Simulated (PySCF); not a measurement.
# C2H3BF4S: the cost of one run

Computed with PySCF 2.14.0, with density-fitted response routines of our own, on a single molecule in the gas phase. Atoms are numbered from 0 throughout.

## (1) The starting structure

11 atoms, charge 0, multiplicity 1; geometry from: GFN2-xTB.

Bonds of the start (Å): B0–S1 1.75, S1–C2 1.84, C2–F3 1.36, C2–C4 1.53, C4–F5 1.33, C4–F6 1.34, C4–F7 1.34, B0–H8 1.16, B0–H9 1.16, C2–H10 1.10.

## (2) TDDFT and polarisability: wB97X-D/def2-SVPD

Job settings and geometry (Å):

```
{"job": {"kind": "uv", "xc": "wB97X-D", "basis": "def2-SVPD", "nstates": 8, "ntriplets": 3}, "charge": 0, "multiplicity": 1}
B      2.138832    -0.087091     0.037206
S      0.996541     0.912148    -0.838268
C     -0.568045     0.776037     0.127769
F     -0.346629     0.801189     1.465435
C     -1.322198    -0.512395    -0.228435
F     -0.631948    -1.619538     0.042877
F     -1.619376    -0.536041    -1.531114
F     -2.478836    -0.595943     0.437157
H      1.829075    -0.626765     1.019372
H      3.206254    -0.142561    -0.422992
H     -1.198246     1.633629    -0.134971
```

Method: TDDFT wB97X-D/def2-SVPD, vertical, gas phase, core orbitals frozen in the response.

The run is started by

```
$ OMP_NUM_THREADS=1 python probes_run.py task.json out
```

This one command runs all jobs of the session in turn.

Q: Estimate the wall time and peak memory of this job on 1 thread of Arm Neoverse V1, shared host.

About 38 s, with a peak of 0.86 GiB.
